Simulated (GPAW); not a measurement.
# Ti in GPAW: band structure with vdW-DF-cx

Aim: the band structure of Ti with vdW-DF-cx.

Program: GPAW 26.7.0. These are calculated values, not measurements. Logs are shortened: lines on timing, memory, paths and dates and some standing lists are left out, and cuts for length are marked. The log counts tension as positive stress, the text compression.

### Step 1. The cell of the first run

The cell holds a slab with vacuum, 5 atoms: a = 2.950 Å, b = 2.950 Å, c = 24.372 Å, α = 90.00°, β = 90.00°, γ = 120.00°.

### Step 2. Band structure, vdW-DF-cx (the (0 0 1) slab of Ti, cut from the database cell, not relaxed)

run.py

```python
from ase import Atoms
from ase.dft.bandgap import bandgap
from ase.io import write
from gpaw import GPAW

atoms = Atoms(['Ti', 'Ti', 'Ti', 'Ti', 'Ti'],
              cell=[[2.9499978604, 0, 0.0],
                    [-1.4749989302, 2.5547730882, 0.0],
                    [0.0, 0.0, 24.372]],
              scaled_positions=[[0.3333333333, 0.6666666666, 0.3077301822],
                                [0.6666666667, 0.3333333334, 0.4038650911],
                                [0.3333333333, 0.6666666666, 0.5],
                                [0.6666666667, 0.3333333334, 0.5961349089],
                                [0.3333333333, 0.6666666666, 0.6922698178]],
              pbc=True)
atoms.pbc = (True, True, False)

calc = GPAW(mode='lcao',
            h=0.16,
            basis='dzp',
            xc={'name': 'vdW-DF-cx', 'backend': 'libvdwxc'},
            kpts={'size': (10, 10, 1), 'gamma': True},
            occupations={'name': 'fermi-dirac', 'width': 0.05},
            convergence={'density': 1e-05, 'energy': 1e-05},
            maxiter=150,
            poissonsolver={'dipolelayer': 'xy'},
            txt='gpaw.txt')
atoms.calc = calc
energy = atoms.get_potential_energy()
forces = atoms.get_forces()
calc.write('gs.gpw')
write('result.traj', atoms)
print(f'Energy: {energy:.6f} eV')
print('Forces (eV/A):')
print(forces.round(4))
print('Fermi level:', round(calc.get_fermi_level(), 4), 'eV')
print(f'Gap: {bandgap(calc)[0]:.4f} eV, direct: {bandgap(calc, direct=True)[0]:.4f} eV')

path = atoms.cell.bandpath(pbc=(1, 1, 0), npoints=81, eps=1e-4)
bs_calc = calc.fixed_density(kpts=path, symmetry='off', txt='bands.txt')
bs = bs_calc.band_structure()
bs.write('bs.json')
print(f'Gap on the path: {bandgap(bs_calc)[0]:.4f} eV')
```

Potentials or basis: GPAW PAW data sets (gpaw-data 1.2.1), lcao:dzp.

Started as:

```sh
$ OMP_NUM_THREADS=1 python run.py
```

gpaw.txt:

```text
__  _  _
 | _ |_)|_||  |
 |__||  | ||/\| - 26.7.0

Input parameters:
  mode=LCAO(),
  basis={'default': 'dzp'},
  convergence={'density': 1e-05, 'energy': 1e-05},
  h=0.16,
  kpts=MonkhorstPack(size=(10, 10, 1), gamma=True),
  maxiter=150,
  occupations=Occupations(name='fermi-dirac', width=0.05),
  poissonsolver=PoissonSolver(dipolelayer='xy'),
  xc=XC(name='vdW-DF-cx', backend='libvdwxc')

        Ti

          Ti

        Ti

          Ti

        Ti

Atoms  # Å, Bohr magnetons
|   | symbol |        x |        y |         z |    initial magnetic moments |
|---|--------|----------|----------|-----------|-----------------------------|
| 0 |     Ti | 0.000000 | 1.703182 |  7.500000 | ( 0.0000,  0.0000,  0.0000) |
| 1 |     Ti | 1.474999 | 0.851591 |  9.843000 | ( 0.0000,  0.0000,  0.0000) |
| 2 |     Ti | 0.000000 | 1.703182 | 12.186000 | ( 0.0000,  0.0000,  0.0000) |
| 3 |     Ti | 1.474999 | 0.851591 | 14.529000 | ( 0.0000,  0.0000,  0.0000) |
| 4 |     Ti | 0.000000 | 1.703182 | 16.872000 | ( 0.0000,  0.0000,  0.0000) |

Unit cell  # Å
| periodic |         x |        y |         z |   lengths |     angles |
|----------|-----------|----------|-----------|-----------|------------|
|      yes |  2.949998 | 0.000000 |  0.000000 |  2.949998 |  90.000000 |
|      yes | -1.474999 | 2.554773 |  0.000000 |  2.949998 |  90.000000 |
|       no |  0.000000 | 0.000000 | 24.372000 | 24.372000 | 120.000000 |

Number of symmetries: 12
Symmetry operations  # r_c * U_cc + t_c -> r_c
|    | kind |            matrix            |
|----|------|------------------------------|
|  0 |  σ   |  1, 1, 0,  0,-1, 0,  0, 0, 1 |
|  1 |  C2  |  1, 1, 0,  0,-1, 0,  0, 0,-1 |
|  2 |  E   |  1, 0, 0,  0, 1, 0,  0, 0, 1 |
|  3 |  σ   |  1, 0, 0,  0, 1, 0,  0, 0,-1 |
|  4 |  C3  |  0, 1, 0, -1,-1, 0,  0, 0, 1 |
|  5 |  S3  |  0, 1, 0, -1,-1, 0,  0, 0,-1 |
|  6 |  σ   |  0,-1, 0, -1, 0, 0,  0, 0, 1 |
|  7 |  C2  |  0,-1, 0, -1, 0, 0,  0, 0,-1 |
|  8 |  σ   | -1, 0, 0,  1, 1, 0,  0, 0, 1 |
|  9 |  C2  | -1, 0, 0,  1, 1, 0,  0, 0,-1 |
| 10 |  C3  | -1,-1, 0,  1, 0, 0,  0, 0, 1 |
| 11 |  S3  | -1,-1, 0,  1, 0, 0,  0, 0,-1 |

BZ-sampling:
  Number of BZ points: 100
  Number of IBZ points: 14

  Monkhorst-Pack size: [10, 10, 1]
  Monkhorst-Pack shift: [0.05, 0.05, 0.0]

K-points  # in reciprocal-cell coordinates
|     |                                coordinates |     weight |
|-----|--------------------------------------------|------------|
|   0 | (  0.00000000,   0.00000000,   0.00000000) | 0.01000000 |
|   1 | (  0.10000000,   0.00000000,   0.00000000) | 0.06000000 |
|   2 | (  0.20000000,  -0.10000000,   0.00000000) | 0.06000000 |
|   3 | (  0.20000000,   0.00000000,   0.00000000) | 0.06000000 |
|   4 | (  0.30000000,  -0.10000000,   0.00000000) | 0.12000000 |
|   5 | (  0.30000000,   0.00000000,   0.00000000) | 0.06000000 |
|   6 | (  0.40000000,  -0.20000000,   0.00000000) | 0.06000000 |
|   7 | (  0.40000000,  -0.10000000,   0.00000000) | 0.12000000 |
|   8 | (  0.40000000,   0.00000000,   0.00000000) | 0.06000000 |
|   9 | (  0.40000000,   0.30000000,   0.00000000) | 0.06000000 |
| ... |                                            |            |
|  13 | (  0.50000000,   0.50000000,   0.00000000) | 0.03000000 |

basis functions: 145
Spin-components: 1 (collinear spins)
Bands:           40
Projectors:      30
Spin-degeneracy: 2
Datatype:        <class 'complex'>

Parallelization:
  kpt:    1
  domain: 1
  band:   1

Density:
  Valence electrons: 60.0
  Components: 1
  Grid points: [ 16  16 152]
  Charge: 0.0  # |e|

Potential:
  Grid points: [ 16  16 152]

species:
  Ti:
    name:    Titanium
    Z:       22.0
    valence: 12
    core:    10
    charge:  0.0  # [|e|]
    compensation charges:
      type: gauss
      rc: 0.38  # [Å]
      lmax: 2
    cutoffs:
      filter: 2.23  # [Å]
      core: 1.02  # [Å]
    projectors
    | kind |    occ | energy [eV] | rcut [Å] |
    |------|--------|-------------|----------|
    |   3s |  2.000 |     -62.623 |    1.270 |
    |   4s |  2.000 |      -4.466 |    1.270 |
    |   3p |  6.000 |     -38.862 |    1.058 |
    |   4p |  0.000 |      -1.466 |    1.058 |
    |   3d |  2.000 |      -4.258 |    1.058 |
    |    d |        |      22.953 |    1.058 |

    LCAO basis set for Ti:
      Name: dzp
      File: <dir>
      Number of radial functions: 11
      Number of spherical harmonics: 29
        l=0, rc=3.4375 Bohr: 3s-sz confined orbital
        l=0, rc=9.9062 Bohr: 4s-sz confined orbital
        l=1, rc=3.8906 Bohr: 3p-sz confined orbital
        l=1, rc=13.1094 Bohr: 4p-sz confined orbital
        l=2, rc=6.6250 Bohr: 3d-sz confined orbital
        l=0, rc=2.1406 Bohr: 3s-dz split-valence wave
        l=0, rc=6.0156 Bohr: 4s-dz split-valence wave
        l=1, rc=2.3125 Bohr: 3p-dz split-valence wave
        l=1, rc=8.1094 Bohr: 4p-dz split-valence wave
        l=2, rc=3.8594 Bohr: 3d-dz split-valence wave
        l=1, rc=9.9062 Bohr: p-type Gaussian polarization
      Number of RI-basis functions 0

[... 58 lines left out ...]
|       no |  0.000000 | 0.000000 | 24.372000 | 24.372000 | 120.000000 |

Number of symmetries: 12
Symmetry operations  # r_c * U_cc + t_c -> r_c
|    | kind |            matrix            |
|----|------|------------------------------|
|  0 |  σ   |  1, 1, 0,  0,-1, 0,  0, 0, 1 |
|  1 |  C2  |  1, 1, 0,  0,-1, 0,  0, 0,-1 |
|  2 |  E   |  1, 0, 0,  0, 1, 0,  0, 0, 1 |
|  3 |  σ   |  1, 0, 0,  0, 1, 0,  0, 0,-1 |
|  4 |  C3  |  0, 1, 0, -1,-1, 0,  0, 0, 1 |
|  5 |  S3  |  0, 1, 0, -1,-1, 0,  0, 0,-1 |
|  6 |  σ   |  0,-1, 0, -1, 0, 0,  0, 0, 1 |
|  7 |  C2  |  0,-1, 0, -1, 0, 0,  0, 0,-1 |
|  8 |  σ   | -1, 0, 0,  1, 1, 0,  0, 0, 1 |
|  9 |  C2  | -1, 0, 0,  1, 1, 0,  0, 0,-1 |
| 10 |  C3  | -1,-1, 0,  1, 0, 0,  0, 0, 1 |
| 11 |  S3  | -1,-1, 0,  1, 0, 0,  0, 0,-1 |

BZ-sampling:
  Number of BZ points: 100
  Number of IBZ points: 14

  Monkhorst-Pack size: [10, 10, 1]
  Monkhorst-Pack shift: [0.05, 0.05, 0.0]

K-points  # in reciprocal-cell coordinates
|     |                                coordinates |     weight |
|-----|--------------------------------------------|------------|
|   0 | (  0.00000000,   0.00000000,   0.00000000) | 0.01000000 |
|   1 | (  0.10000000,   0.00000000,   0.00000000) | 0.06000000 |
|   2 | (  0.20000000,  -0.10000000,   0.00000000) | 0.06000000 |
|   3 | (  0.20000000,   0.00000000,   0.00000000) | 0.06000000 |
|   4 | (  0.30000000,  -0.10000000,   0.00000000) | 0.12000000 |
|   5 | (  0.30000000,   0.00000000,   0.00000000) | 0.06000000 |
|   6 | (  0.40000000,  -0.20000000,   0.00000000) | 0.06000000 |
|   7 | (  0.40000000,  -0.10000000,   0.00000000) | 0.12000000 |
|   8 | (  0.40000000,   0.00000000,   0.00000000) | 0.06000000 |
|   9 | (  0.40000000,   0.30000000,   0.00000000) | 0.06000000 |
| ... |                                            |            |
|  13 | (  0.50000000,   0.50000000,   0.00000000) | 0.03000000 |

basis functions: 145
Spin-components: 1 (collinear spins)
Bands:           40
Projectors:      30
Spin-degeneracy: 2
Datatype:        <class 'complex'>

Parallelization:
  kpt:    1
  domain: 1
  band:   1

Density:
  Valence electrons: 60.0
  Components: 1
  Grid points: [ 16  16 152]
  Charge: 0.0  # |e|

Potential:
  Grid points: [ 16  16 152]

species:
  Ti:
    name:    Titanium
    Z:       22.0
    valence: 12
    core:    10
    charge:  0.0  # [|e|]
    compensation charges:
      type: gauss
      rc: 0.38  # [Å]
      lmax: 2
    cutoffs:
      filter: 2.23  # [Å]
      core: 1.02  # [Å]
    projectors
    | kind |    occ | energy [eV] | rcut [Å] |
    |------|--------|-------------|----------|
    |   3s |  2.000 |     -62.623 |    1.270 |
    |   4s |  2.000 |      -4.466 |    1.270 |
    |   3p |  6.000 |     -38.862 |    1.058 |
    |   4p |  0.000 |      -1.466 |    1.058 |
    |   3d |  2.000 |      -4.258 |    1.058 |
    |    d |        |      22.953 |    1.058 |

    LCAO basis set for Ti:
      Name: dzp
      File: <dir>
      Number of radial functions: 11
      Number of spherical harmonics: 29
        l=0, rc=3.4375 Bohr: 3s-sz confined orbital
        l=0, rc=9.9062 Bohr: 4s-sz confined orbital
        l=1, rc=3.8906 Bohr: 3p-sz confined orbital
        l=1, rc=13.1094 Bohr: 4p-sz confined orbital
        l=2, rc=6.6250 Bohr: 3d-sz confined orbital
        l=0, rc=2.1406 Bohr: 3s-dz split-valence wave
        l=0, rc=6.0156 Bohr: 4s-dz split-valence wave
        l=1, rc=2.3125 Bohr: 3p-dz split-valence wave
        l=1, rc=8.1094 Bohr: 4p-dz split-valence wave
        l=2, rc=3.8594 Bohr: 3d-dz split-valence wave
        l=1, rc=9.9062 Bohr: p-type Gaussian polarization
      Number of RI-basis functions 0

Reference energy: -116120.071408  # eV

eigensolver:
  <gpaw.new.lcao.eigensolver.LCAOEigensolver object>
density mixing:
  MSR1-Mixer
  Pratt-step length: 0.05
  Maximum mixing coefficient: 0.75
  Old densities: 10
  SVD Regularization: 0.005
  Good broyden scale: 1.0
  Trust region scale: 1.0
  Backstep threshold: 4.0
  History deletion threshold: 6.0
  Fourier metric: weight=20.0, sigma=0.015

occupation numbers:
  Fermi-Dirac:
    width: 0.0500  # eV

FastPoissonSolver using
    Stencil: 8*3+1=25 point O(h^6) finite-difference Laplacian
    FFT axes: [np.int64(0), np.int64(1)]
    FST axes: [np.int64(2)]

Dipole correction along z-axis
xc functional:
  name: vdW-DF-cx with libvdwxc
  Mode: serial
  Semilocal: GGA_X_LV_RPW86+LDA_C_PW with 2 nearest neighbor stencil
  Local blocksize: 32 x 32 x 304
  PAW datasets: PBE
interpolation: tri-quintic # 5. degree polynomial

convergence criteria:
- Maximum integral of absolute [dens]ity change: 1e-05 electrons / valence electron
- Maximum [total energy] change in last 3 cyles: 1e-05 eV / valence electron
- Maximum integral of absolute [eigenst]ate change: 4e-08 eV^2 / valence electron
maximum number of iterations: 150

SCF iterations
|iter     | |      energy | eigst |  dens |
|---------|-|-------------|-------|-------|
|iter:   1| |   40.178091 |      c|       |
|iter:   2| |   37.497805 |      c| -1.05 |
|iter:   3| |   41.491507 |      c| -0.83 |
|iter:   4| |   42.462100 |      c| -1.16 |
|iter:   5| |   42.957338 |      c| -1.33 |
|iter:   6| |   43.056429 |      c| -1.59 |
|iter:   7| |   43.061479 |      c| -1.83 |
|iter:   8| |   43.043837 |      c| -1.98 |
|iter:   9| |   43.036025 |      c| -2.10 |
|iter:  10| |   43.040222 |      c| -2.26 |
|iter:  11| |   43.040651 |      c| -2.85 |
|iter:  12| |   43.040817c|      c| -3.20 |
|iter:  13| |   43.040765c|      c| -3.52 |
|iter:  14| |   43.040781c|      c| -4.07 |
|iter:  15| |   43.040776c|      c| -4.59 |
|iter:  16| |   43.040776c|      c| -5.12c|

Converged in 16 steps
Energy contributions relative to reference atoms: (reference = -116120.071408)

Energy contributions:
  Kinetic:          22.953163
  Coulomb:         -23.596369
  Zero:              0.778459
  External:          0.000000
  Xc:               42.945960
  Entropy:          -0.080876
  Spinorbit:         0.000000
  ----------------------------
  Free energy:      43.000338
  Extrapolated:     43.040776

dipole moment: (-2.521714, 1.455912, 0.000000)  # |e|*Ang

Fermi level: -4.576
Eigenvalues  # (at kpt = [0.000, 0.000, 0.000])
| band index |      eig [eV] | occ [0-2] |
|------------|---------------|-----------|
|          0 |       -61.342 |     2.000 |
|        ... |               |           |
|         19 |       -37.191 |     2.000 |
|         20 |       -10.412 |     2.000 |
|         21 |        -9.717 |     2.000 |
|         22 |        -8.771 |     2.000 |
|         23 |        -7.843 |     2.000 |
|         24 |        -7.294 |     2.000 |
[... 8 lines left out ...]
|         33 |        -3.880 |     0.000 |
|         34 |        -3.821 |     0.000 |
|        ... |               |           |
|         39 |        -3.430 |     0.000 |

No gap
No difference between direct/indirect transitions
vacuum-level: 0.000  # V
Workfunctions: 4.576, 4.576 eV (top, bottom)

Forces  # eV/Ang
|       x |        y |        z |
|---------|----------|----------|
| 0.00000 |  0.00000 |  0.68880 |  # Ti   0
| 0.00000 | -0.00000 | -0.61056 |  # Ti   1
| 0.00000 |  0.00000 |  0.00000 |  # Ti   2
| 0.00000 | -0.00000 |  0.61056 |  # Ti   3
| 0.00000 |  0.00000 | -0.68880 |  # Ti   4

# Writing to gs.gpw (mode='')
```

Run time: 16 min. Hardware: 1 thread of Arm Neoverse V1, shared host; peak memory 0.63 GiB.

Results:

- Free energy: 43.0003 eV
- Largest force: 0.689 eV/Å
- Band gap along the path: none (metal or under the smearing width)

Forces on the atoms (eV/Å):
```
Ti   0.000  0.000  0.689
Ti   0.000  0.000 -0.611
Ti   0.000  0.000  0.000
Ti   0.000  0.000  0.611
Ti   0.000  0.000 -0.689
```

Levels at the corners of the path, in eV from the Fermi level:
```tsv
point	band 25	band 26	band 27	band 28	band 29	band 30	band 31	band 32	band 33	band 34
Γ	-2.72	-0.12	-0.04	0.25	0.39	0.61	0.67	0.67	0.70	0.70
M	-1.97	-1.43	-1.06	-0.88	-0.83	0.14	0.38	0.67	0.96	1.06
K	-1.21	-1.19	-1.13	-0.74	-0.63	-0.20	-0.01	0.07	0.10	0.11
Γ	-2.72	-0.12	-0.04	0.25	0.39	0.61	0.67	0.67	0.70	0.70
```

Caveat: the real-space grid adds noise to forces; the PAW data sets were made with another functional, which shifts forces and pressure a little; the basis of atomic orbitals isn't converged, which shifts pressures, moduli and gaps.
